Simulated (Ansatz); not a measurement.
# TiO: an axial (c/a) deformation path

The task here is to estimate one member of a computed series from the others.

Method: DFT r2SCAN, scalar-relativistic, plane waves, PAW, in Ansatz 0.2.0.

**The structure to begin with**

The structure is hexagonal, space group P-6m2 (No. 187). Conventional cell: a = 3.031 Å, b = 3.031 Å, c = 3.238 Å, α = 90.00°, β = 90.00°, γ = 120.00°. Ti (site symmetry -6m2) is surrounded by 6 O at 2.38 Å. O (site symmetry -6m2) has 6 Ti at 2.38 Å as nearest neighbours.

As a file:

```
Ti O
1.0
     3.03100    0.00000    0.00000
    -1.51550    2.62492    0.00000
     0.00000    0.00000    3.23770
Ti O
1 1
Direct
  0.66667 0.33333 0.00000
  0.00000 0.00000 0.50000
```

The structure comes from the Crystallography Open Database.

The first run:

input.yaml reads:

```yaml
crystal:
  lattice:
    - [3.0309987015, 0.0, 0.0]
    - [-1.5154993507, 2.6249218743, 0.0]
    - [0.0, 0.0, 3.2377]
  atoms:
    - { symbol: Ti, position: [0.6666666667, 0.3333333333, 0.0], spin: 1.0 }
    - { symbol: O, position: [0.0, 0.0, 0.5] }
basis:
  ecutwfc: 500
kpoints:
  mp_grid: { grid: [6, 6, 6] }
hamiltonian:
  xc: r2scan
scf:
  occupations: { method: gaussian, width: 0.1 }
  lower_state_search: "off"
output:
  forces: true
  stress: true
  eigenvalues: true
  populations: true
magnetization:
  spin_polarized: true
```

Command:

```
> ansatz run input.yaml --threads 1 --pin off --max-ram 2560MiB --backend cpu --events-out ev --progress --plain --runs-dir out
```

Steps of the session up to this table: Quick check of gap, pressure and forces; ρ = 0.850; Point ρ = 1.200; Point ρ = 0.920; ρ = 1.100; ρ = 0.960; At ρ = 1.050; ρ = 0.800; At ρ = 1.300.

One table of the session follows, with a row left open; its other results are not shown here.

```
    ρ  ΔE (meV/atom)  pressure (GPa)  gap on the mesh (eV)
0.800           88.3           -35.7                  0.00
0.850            2.0           -37.8                  0.00
0.920          -43.4           -39.3                  0.00
0.960          -33.8           -39.6                  0.00
1.000            0.0           -39.6                  0.17
1.050              ?               ?                     ?
1.100          182.9           -38.9                  0.07
1.200          487.8           -36.9                  0.00
1.300          888.1           -33.6                  0.00
```

Q: Estimate the row for ρ = 1.050 from the others.

Worked estimate for «ΔE (meV/atom)». A straight line through the neighbours (1.000, 0.0) and (1.100, 182.9) gives 0.0 + (182.9 − 0.0) × (1.050 − 1.000) / (1.100 − 1.000) = 91.5; a parabola fitted to 4 rows on both sides gives 76.1.

The run gave: ΔE (meV/atom): 74.6; pressure (GPa): -39.4; gap on the mesh (eV): 0.21. In «ΔE (meV/atom)» the line misses by +16.9 and the parabola by +1.5.

Caveats from the session: Warnings in the runs' records: seeded moment not kept, stability check not made.
